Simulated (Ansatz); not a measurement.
# CH4MoO3S: a ladder of functionals and wavefunction methods

One table from this session's results is given with a row withheld; the runs are named, their logs left out.

Program: Ansatz 0.2.0, Gaussian basis. Level of theory: functionals in def2-TZVPP, the program's frozen cores in correlated methods. These are calculated values, not measurements.

Levels to be run: LDA (SPW92), PBE-D4, revPBE-D4, BLYP-D4, r2SCAN-D4, B97M-V, PBE0-D4, B3LYP-D4, r2SCANh-D4, r2SCAN0-D4, HSE06-D4, BHLYP-D4, CAM-B3LYP-D4, LC-ωPBE, ωB97X-V, ωB97M-V, B2PLYP, PBE-QIDH; CCSD(T)/def2-SVP; CCSD(T)/def2-TZVPP; MP2/def2-QZVPP; extrapolation to the limit; RPA on PBE.

## The geometry

The geometry comes from an earlier relaxation with PBE0-D4 in a triple-zeta def2 set; it is a stationary point, not always the lowest conformer. Mo takes the def2 core potential; no spin-orbit term is included.

SMILES `C[O][Mo](=[O])([OH])=[S]`, 10 atoms, charge 0, spin multiplicity 1.

Atoms are counted from 1 here; the program's logs count them from 0.

Bond lengths: C1–O2 1.408 Å, C1–H7 1.092 Å, C1–H8 1.093 Å, C1–H9 1.093 Å, O2–Mo3 1.837 Å, Mo3–O4 1.672 Å, Mo3–O5 1.870 Å, Mo3–S6 2.116 Å, O5–H10 0.961 Å. Angles: O2–C1–H7 108.6°, O2–C1–H8 109.4°, O2–C1–H9 110.5°, H7–C1–H8 109.2°, H7–C1–H9 109.8°, H8–C1–H9 109.3°, C1–O2–Mo3 137.8°, O2–Mo3–O4 108.8°, O2–Mo3–O5 110.2°, O2–Mo3–S6 107.9°, O4–Mo3–O5 110.5°, O4–Mo3–S6 109.9°, O5–Mo3–S6 109.5°, Mo3–O5–H10 121.8°.

Set-up of the first run:

Contents of in.yaml:

```yaml
crystal:
  periodic: [false, false, false]
  atoms:
    - {symbol: C, position_ang: [-0.587565, 0.048658, 1.754365]}
    - {symbol: O, position_ang: [-0.058891, -0.568981, 0.604372]}
    - {symbol: Mo, position_ang: [0.688584, -0.055517, -0.993169]}
    - {symbol: O, position_ang: [1.986089, -1.055610, -1.327081]}
    - {symbol: O, position_ang: [-0.582218, -0.149617, -2.362257]}
    - {symbol: S, position_ang: [1.354557, 1.941969, -0.785850]}
    - {symbol: H, position_ang: [-0.293101, -0.534052, 2.629966]}
    - {symbol: H, position_ang: [-1.678300, 0.069830, 1.686604]}
    - {symbol: H, position_ang: [-0.210688, 1.070876, 1.846895]}
    - {symbol: H, position_ang: [-0.535367, -0.818654, -3.050945]}
basis:
  gaussian: {orbitals: def2-TZVPP}
hamiltonian: {xc: lda}
output: {orbitals: {seedname: orbitals}}
```

Run with:

```console
ansatz run in.yaml --threads 4 --pin off --events-out ev --progress --plain --max-ram 11315MiB
```

Among the steps run: LDA; PBE-D4 (GGA); revPBE-D4 (GGA); BLYP-D4 (GGA); r2SCAN-D4 (meta-GGA); B97M-V (meta-GGA); B3LYP-D4 (hybrid); r2SCANh-D4 (hybrid); r2SCAN0-D4 (hybrid); HSE06-D4 (hybrid); BHLYP-D4 (hybrid); CAM-B3LYP-D4 (range-separated); LC-ωPBE (range-separated); ωB97X-V (range-separated); ωB97M-V (range-separated); B2PLYP (double hybrid); PBE-QIDH (double hybrid).

One of the session's tables, all rows but one given; the rest of the session is left out.

It belongs to the step «Orbital energies across the functionals». 

```
  functional  HOMO (eV)  LUMO (eV)  gap (eV)
 LDA (SPW92)      -6.49      -3.45      3.04
      PBE-D4      -6.31      -3.26      3.05
   revPBE-D4      -6.24      -3.19      3.06
     BLYP-D4      -6.15      -3.13      3.02
   r2SCAN-D4      -6.61      -3.26      3.35
      B97M-V      -6.66      -3.21      3.45
     PBE0-D4      -7.56      -2.62      4.95
    B3LYP-D4          ?          ?         ?
  r2SCANh-D4      -7.07      -3.01      4.06
  r2SCAN0-D4      -7.77      -2.62      5.14
    HSE06-D4      -7.17      -2.99      4.17
    BHLYP-D4      -8.67      -1.81      6.86
CAM-B3LYP-D4      -8.84      -1.59      7.26
     LC-ωPBE     -10.15      -0.56      9.59
     ωB97X-V      -9.82      -0.59      9.23
     ωB97M-V      -9.69      -0.59      9.09
```

**Question.** Estimate the row for B3LYP-D4.

Worked estimate for «HOMO (eV)». Against the share of exact exchange, BLYP-D4 (0, -6.15), BHLYP-D4 (0.5, -8.67) give a slope of -5.04 per unit share; at 0.2 the line stands at -7.16.

The run gave: HOMO (eV): -7.32; LUMO (eV): -2.79; gap (eV): 4.53. In «HOMO (eV)» the line misses by +0.16.
